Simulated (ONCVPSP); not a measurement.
**Sn: variants of one ONCV potential**

Aim: generate and test one potential in full, then change one design choice at a time and see what happens to hardness, ghosts and transferability.

The numbers are computed with ONCVPSP 4.0.1 (LDA (Perdew-Wang 92), scalar-relativistic, spin-unpolarised reference atom).

## (1) Starting point

The settings as typed:

| Item | Value |
| --- | --- |
| element | tin (Sn, Z = 50) |
| type | optimised norm-conserving Vanderbilt (ONCV) |
| frozen core | [Kr] |
| valence charge | 14 |
| reference configuration | 4d10 5s2 5p2 |
| partial waves | 5s: rc 1.90 bohr, ncon 4, nbas 8, qcut 2.8 1/bohr, 2 projectors, debl 2.6 Ha; 5p: rc 2.05 bohr, ncon 5, nbas 8, qcut 3.5 1/bohr, 1 projector; 4d: rc 1.00 bohr, ncon 3, nbas 7, qcut 10 1/bohr, 1 projector |
| local potential | polynomial inside 0.95 bohr (lpopt 5, dvloc0 6 Ha) |
| core correction | polynomial model core, fcfact 0.6 |

The outer shells as boxes (Hund's rule for the drawing; the calculation is spin-unpolarised):

```
[Kr] core
4d [↑↓][↑↓][↑↓][↑↓][↑↓]
5s [↑↓]
5p [↑ ][↑ ][  ]
```

An earlier all-electron run gives the scale for the radii.

All-electron outer shells of the reference configuration (LDA (PZ), scalar-relativistic, ld1.x):

```
shell  level (eV)  outermost node (bohr)  outermost maximum (bohr)
   4s     -133.65                   0.40                      0.74
   4p      -89.56                   0.41                      0.79
   4d      -25.90                   0.39                      0.88
   5s      -10.81                   0.98                      2.01
   5p       -3.87                   1.09                      2.55
```

## (2) The first potential

Input file Sn.dat:

```
# ATOM AND REFERENCE CONFIGURATION
# atsym  z   nc   nv     iexc    psfile
  Sn 50.00    8    3  -001012      upf
#
#   n    l    f
    1    0    2.00
    2    0    2.00
    2    1    6.00
    3    0    2.00
    3    1    6.00
    3    2   10.00
    4    0    2.00
    4    1    6.00
    4    2   10.00
    5    0    2.00
    5    1    2.00
#
# PSEUDOPOTENTIAL AND OPTIMIZATION
# lmax
    2
#
#   l,   rc,      ep,       ncon, nbas, qcut
    0    1.90    0.00    4    8    2.80
    1    2.05    0.00    5    8    3.50
    2    1.00    0.00    3    7   10.00
#
# LOCAL POTENTIAL
# lloc, lpopt,  rc(5),   dvloc0
    4    5    0.95    6.00
#
# VANDERBILT-KLEINMAN-BYLANDER PROJECTORs
# l, nproj, debl
    0    2    2.60
    1    1    3.50
    2    1    3.20
#
# MODEL CORE CHARGE
# icmod, fcfact, rcfact
    1    0.60    0.00
#
# LOG DERIVATIVE ANALYSIS
# epsh1, epsh2, depsh
   -2.00    5.00    0.02
#
# OUTPUT GRID
# rlmax, drl
    6.00    0.01
#
# TEST CONFIGURATIONS
# ncnf
    4
# nvcnf
#   n    l    f
    3
    4    2   10.00
    5    0    2.00
    5    1    1.00
#
    3
    4    2   10.00
    5    0    2.00
    5    1    0.00
#
    3
    4    2   10.00
    5    0    1.00
    5    1    0.00
#
    3
    4    2   10.00
    5    0    0.00
    5    1    4.00
#
```

The run is started by

```console
$ oncvpsp.x < Sn.dat > Sn.out
```

The output, Sn.out (without the consistency checks and plot data):

```text
ONCVPSP  (Optimized Norm-Conservinng Vanderbilt PSeudopotential)
scalar-relativistic version 4.0.1

#   n    l    f        energy (Ha)
    1    0    2.00    -1.0650008E+03
    2    0    2.00    -1.6081037E+02
    2    1    6.00    -1.4444786E+02
    3    0    2.00    -3.1012425E+01
    3    1    6.00    -2.5665022E+01
    3    2   10.00    -1.7407746E+01
    4    0    2.00    -4.9118186E+00
    4    1    6.00    -3.2913726E+00
    4    2   10.00    -9.5195564E-01
    5    0    2.00    -3.9728240E-01
    5    1    2.00    -1.4213463E-01

Reference configufation results
  iterations    21
  all-electron total energy (Ha)   -6.17186696D+03

Begin loop to  construct optimized pseudo wave functions
and semi-local pseudopoentials for all angular momenta

   Wellstate for l =  0  n =  7
     eigenvalue =   2.2027
     asymptotic potential =   2.7027
     half-point radius =  3.8685

Calculating optimized projector #   1

 for l=   0

    Fraction of norm inside rc  0.304857
    Optimizing pswf for qcut=   2.80 a_B^-1,  ecut=   3.91 Ha
    Residual kinetic energy error=  1.10D-02 Ha

    Energy error per electron        Cutoff
         Ha          eV             Ha
         0.01000     0.27211        4.02
         0.00100     0.02721       18.96
         0.00010     0.00272       42.52
         0.00001     0.00027       49.71

Calculating optimized projector #   2

 for l=   0

    Fraction of norm inside rc  0.109217
    Optimizing pswf for qcut=   2.80 a_B^-1,  ecut=   3.91 Ha
    Residual kinetic energy error=  1.54D-01 Ha

    Energy error per electron        Cutoff
         Ha          eV             Ha
         0.01000     0.27211       10.14
         0.00100     0.02721       27.20
         0.00010     0.00272       62.19
         0.00001     0.00027       75.79

Calculating optimized projector #   1

 for l=   1

    Fraction of norm inside rc  0.166665
    Optimizing pswf for qcut=   3.51 a_B^-1,  ecut=   6.14 Ha
    Residual kinetic energy error=  1.60D-03 Ha

    Energy error per electron        Cutoff
         Ha          eV             Ha
         0.01000     0.27211        1.46
         0.00100     0.02721       18.33
         0.00010     0.00272       42.33
         0.00001     0.00027       48.84

Calculating optimized projector #   1

 for l=   2

    Fraction of norm inside rc  0.471670
    Optimizing pswf for qcut=   9.99 a_B^-1,  ecut=  49.86 Ha
    Residual kinetic energy error=  1.92D-04 Ha

    Energy error per electron        Cutoff
         Ha          eV             Ha
         0.01000     0.27211       35.16
         0.00100     0.02721       43.94
         0.00010     0.00272       54.55
         0.00001     0.00027      179.90

Construct Vanderbilt / Kleinmman-Bylander projectors

B matrix Hermiticity error, ll=   0
   1   2   -1.8001E-04

  Orthonormal projector coefficients  1.1796E+01  1.4180E+00

Model core correction analysis
  based on d2Exc/dn_idn_j

d2excae - all-electron derivatives

   -2.138213D-02   -5.520102D-03   -2.255540D-03
   -5.519967D-03   -7.884921D-03   -3.572864D-03
   -2.255543D-03   -3.573086D-03   -1.685094D-03

d2excps - pseudofunction derivatives with no core correction

   -3.558987D-02   -7.095542D-03   -2.816938D-03
   -7.095465D-03   -8.698231D-03   -3.972949D-03
   -2.816982D-03   -3.973221D-03   -1.858887D-03

rms 2nd derivative error    4.812787E-03

Polynomial model core charge

d2excps - pseudofunction derivatives with core correction

   -2.261198D-02   -5.825049D-03   -2.351898D-03
   -5.824922D-03   -7.995339D-03   -3.682133D-03
   -2.351906D-03   -3.682356D-03   -1.735586D-03

rms 2nd derivative error    4.416756E-04

Pseudoatom total energy  -68.997526

Diagnostic tests using Vanderbilt-Kleinman-Bylander pseudopotentials
  1 or more projectors used as specified by nproj input data

   l    rcore       rmatch      e in        delta e   norm test  slope test

   0   1.9015022   1.9592359  -0.3972824  -0.0000014   1.0000402   0.9999777
   0   1.9015022   1.9592359   2.2027176   0.0000006   1.0003033   1.0003033

   1   2.0552780   2.1176807  -0.1421346   0.0000010   1.0000049   0.9999986

   2   1.0025658   1.0330059  -0.9519556  -0.0000348   1.0000025   0.9999345

 Testing for bound ghosts
   n   l    E NL Schr. Eq   E Basis Diag.   E Cutoff

       0                       -4.309381     72.00  WARNING - GHOST(-)
   1   0       -0.397284       -0.392552     72.00

       1                       -2.230523     52.04  WARNING - GHOST(-)
   2   1       -0.142134       -0.124820     52.04

   3   2       -0.951990       -0.939634    182.43

 Testing for highly-localized positive-energy ghosts
       l    <radius>/rc     E Basis Diag.   E Cutoff

       0        0.983620        5.814700     72.00  WARNING - GHOST(+)

Test configuration 0

   n   l     f        eae           eps        diff
   1   0  2.0000-1065.00076420
   2   0  2.0000 -160.81036882
   2   1  6.0000 -144.44786101
   3   0  2.0000  -31.01242538
   3   1  6.0000  -25.66502207
   3   2 10.0000  -17.40774624
   4   0  2.0000   -4.91181856
   4   1  6.0000   -3.29137257
   4   2 10.0000   -0.95195564   -0.95199046   -3.48D-05
   5   0  2.0000   -0.39728240   -0.39728375   -1.35D-06
   5   1  2.0000   -0.14213463   -0.14213358    1.05D-06

    Total energies and differences
      AE_ref= -6.17186696D+03  AE_tst= -6.17186696D+03  dif=  0.00D+00
      PS_ref= -6.89975261D+01  PS_tst= -6.89975261D+01  dif=  7.11D-14
      PSP excitation error= -7.11D-14

Test configuration 1

   n   l     f        eae           eps        diff
   1   0  2.0000-1065.29930900
   2   0  2.0000 -161.10731984
   2   1  6.0000 -144.74501208
   3   0  2.0000  -31.30906263
   3   1  6.0000  -25.96167581
   3   2 10.0000  -17.70433789
   4   0  2.0000   -5.20798930
   4   1  6.0000   -3.58749486
   4   2 10.0000   -1.24699447   -1.24572929    1.27D-03
   5   0  2.0000   -0.66727465   -0.66728256   -7.92D-06
   5   1  1.0000   -0.38657080   -0.38660208   -3.13D-05

    Total energies and differences
      AE_ref= -6.17186696D+03  AE_tst= -6.17160634D+03  dif=  2.61D-01
      PS_ref= -6.89975261D+01  PS_tst= -6.87368303D+01  dif=  2.61D-01
      PSP excitation error= -6.76D-05

Test configuration 2

   n   l     f        eae           eps        diff
   1   0  2.0000-1065.65511441
   2   0  2.0000 -161.45983755
   2   1  6.0000 -145.09792221
   3   0  2.0000  -31.66081919
   3   1  6.0000  -26.31346242
   3   2 10.0000  -18.05601772
   4   0  2.0000   -5.55827565
   4   1  6.0000   -3.93755159
   4   2 10.0000   -1.59461172   -1.59125513    3.36D-03
   5   0  2.0000   -0.97496021   -0.97520922   -2.49D-04

    Total energies and differences
      AE_ref= -6.17186696D+03  AE_tst= -6.17108237D+03  dif=  7.85D-01
      PS_ref= -6.89975261D+01  PS_tst= -6.82125883D+01  dif=  7.85D-01
      PSP excitation error= -3.39D-04

Test configuration 3

   n   l     f        eae           eps        diff
   1   0  2.0000-1066.10896006
   2   0  2.0000 -161.90766057
   2   1  6.0000 -145.54613910
   3   0  2.0000  -32.10825062
   3   1  6.0000  -26.76088490
   3   2 10.0000  -18.50318867
   4   0  2.0000   -6.00258913
   4   1  6.0000   -4.38099479
   4   2 10.0000   -2.03153991   -2.02601945    5.52D-03
   5   0  1.0000   -1.33969498   -1.34053830   -8.43D-04

    Total energies and differences
      AE_ref= -6.17186696D+03  AE_tst= -6.16992671D+03  dif=  1.94D+00
      PS_ref= -6.89975261D+01  PS_tst= -6.70562108D+01  dif=  1.94D+00
      PSP excitation error= -1.07D-03

Test configuration 4

   n   l     f        eae           eps        diff
   1   0  2.0000-1065.11027955
   2   0  2.0000 -160.91784493
   2   1  6.0000 -144.55508317
   3   0  2.0000  -31.12142994
   3   1  6.0000  -25.77394708
   3   2 10.0000  -17.51645372
   4   0  2.0000   -5.02063026
   4   1  6.0000   -3.39967558
   4   2 10.0000   -1.05587841   -1.05664791   -7.69D-04
   5   1  4.0000   -0.18489592   -0.18482533    7.06D-05

    Total energies and differences
      AE_ref= -6.17186696D+03  AE_tst= -6.17133760D+03  dif=  5.29D-01
      PS_ref= -6.89975261D+01  PS_tst= -6.84679626D+01  dif=  5.30D-01
      PSP excitation error= -2.03D-04
```

It took 3.6 s on 1 thread, shared host.

Partial waves on a coarse radial grid (AE all-electron, PS pseudo):

```csv
r (bohr),4d AE,4d PS,5s AE,5s PS
0.103,-0.3121,0.0094,-0.1322,0.0144
0.205,-0.5440,0.0687,0.1850,0.0285
0.308,-0.3197,0.2047,0.1804,0.0436
0.410,0.0915,0.4031,-0.0495,0.0623
0.513,0.4852,0.6267,-0.2596,0.0877
0.615,0.7706,0.8238,-0.3516,0.1206
0.718,0.9432,0.9625,-0.3302,0.1606
0.820,1.0193,1.0264,-0.2312,0.2046
0.923,1.0283,1.0293,-0.0908,0.2521
1.025,0.9936,0.9936,0.0607,0.3024
1.128,0.9326,0.9326,0.2085,0.3584
1.230,0.8591,0.8591,0.3397,0.4204
1.332,0.7807,0.7807,0.4514,0.4874
1.435,0.7016,0.7016,0.5431,0.5553
1.538,0.6259,0.6259,0.6144,0.6171
1.640,0.5558,0.5558,0.6665,0.6668
1.743,0.4909,0.4909,0.7028,0.7028
1.845,0.4327,0.4327,0.7247,0.7247
1.948,0.3799,0.3799,0.7350,0.7349
2.050,0.3333,0.3333,0.7354,0.7353
2.153,0.2916,0.2916,0.7278,0.7278
2.255,0.2551,0.2551,0.7140,0.7140
2.358,0.2226,0.2226,0.6952,0.6951
2.460,0.1944,0.1943,0.6727,0.6727
2.562,0.1696,0.1696,0.6476,0.6475
2.665,0.1477,0.1476,0.6202,0.6202
```

Densities times 4π (e/bohr³); a dash where the program caps the true core:

```csv
r (bohr),pseudo valence,true core,model core
0.103,0.1238,–,48.99
0.308,4.464,–,46.87
0.513,14.99,73.93,38.54
0.718,18.1,26.84,25.07
0.923,12.64,12.42,12.27
1.128,7.117,4.634,4.634
1.332,3.798,1.549,1.549
1.538,2.096,0.4865,0.4865
1.743,1.259,0.1502,0.1502
1.948,0.8149,0.04605,0.04605
2.153,0.5558,0.01413,0.01413
2.358,0.3922,0.004347,0.004347
2.562,0.2831,0.001353,0.001353
```

## (3) Transferability, from the output's test configurations

Excitation and ionisation energies from 4d10 5s2 5p2, with the error of the potential.

```tsv
valence configuration	charge	ΔE all-electron (eV)	error AE − PS (meV)
4d10 5s2 5p1	+1	7.092	-1.8
4d10 5s2 5p0	+2	21.350	-9.2
4d10 5s1 5p0	+3	52.797	-29
4d10 5s0 5p4	0	14.405	-5.5
```

## (4) Scattering by logarithmic derivatives

Taken from the files of the generation run. The phase is arctan(r·R′/R) of the radial function R, unwrapped, with energies in Ha. A pole is an energy at which the radial function vanishes at the test radius. The pseudo phase is shifted by a multiple of π to meet the all-electron one at the reference energy. Levels narrower than the energy grid can be missing from the poles. The last column is the largest difference on the grid between −0.5 and +0.5 Ha.

| channel | radius (bohr) | reference (Ha) | poles AE | poles PS | window around the reference with phases within 0.05 rad (Ha) | largest difference near zero (rad) |
| --- | --- | --- | --- | --- | --- | --- |
| s | 1.92 | -0.40 | 2.21 | 2.21 | below 4.3 | 0.000 |
| p | 2.08 | -0.14 | 2.38 | 2.02 | below 2.2 | 0.006 |
| d | 1.01 | -0.95 | 4.35 | 4.24 | the whole range | 0.001 |

Phases (rad) along the scan:

```csv
E (Ha),p AE,p PS,s AE,s PS
-1.98,1.220,1.249,1.057,1.053
-1.62,1.153,1.156,0.917,0.913
-1.26,1.049,1.046,0.665,0.661
-0.90,0.868,0.863,0.188,0.186
-0.54,0.502,0.498,-0.466,-0.466
-0.18,-0.186,-0.186,-0.930,-0.930
0.18,-0.824,-0.828,-1.175,-1.176
0.54,-1.147,-1.157,-1.314,-1.314
0.90,-1.312,-1.327,-1.402,-1.402
1.26,-1.410,-1.430,-1.463,-1.464
1.62,-1.476,-1.504,-1.510,-1.510
1.98,-1.526,-1.565,-1.549,-1.549
2.34,-1.567,-1.623,-1.583,-1.583
2.70,-1.604,-1.692,-1.614,-1.614
3.06,-1.640,-1.793,-1.645,-1.647
3.42,-1.680,-2.005,-1.679,-1.683
3.78,-1.727,-2.756,-1.717,-1.728
4.14,-1.791,-4.016,-1.765,-1.796
4.50,-1.891,-4.374,-1.831,-1.926
4.86,-2.084,-4.504,-1.932,-2.372
```

## (5) Plane-wave cutoff and ghosts

Read off the output, the cutoffs (Ha) at which the residual kinetic energy of the hardest occupied pseudo-wave falls to 1 and 0.1 mHa per electron: 44 Ha and 55 Ha.

The program's own ghost test: GHOST(-) flagged for s at -117.3 eV, p at -60.7 eV; GHOST(+) flagged for s at 158.2 eV.

Cutoff (Ha) at which the first wave of each channel reaches a given error (Ha per electron):

```csv
error,s,p,d
1.0e-02,4.0,1.5,35.2
3.2e-03,8.3,3.8,39.8
1.0e-03,19.0,18.3,43.9
3.2e-04,36.6,37.2,48.0
1.0e-04,42.5,42.3,54.6
3.2e-05,46.6,46.1,112.7
1.0e-05,49.7,48.8,179.9
```

(Part 1 of 2 ends here.)
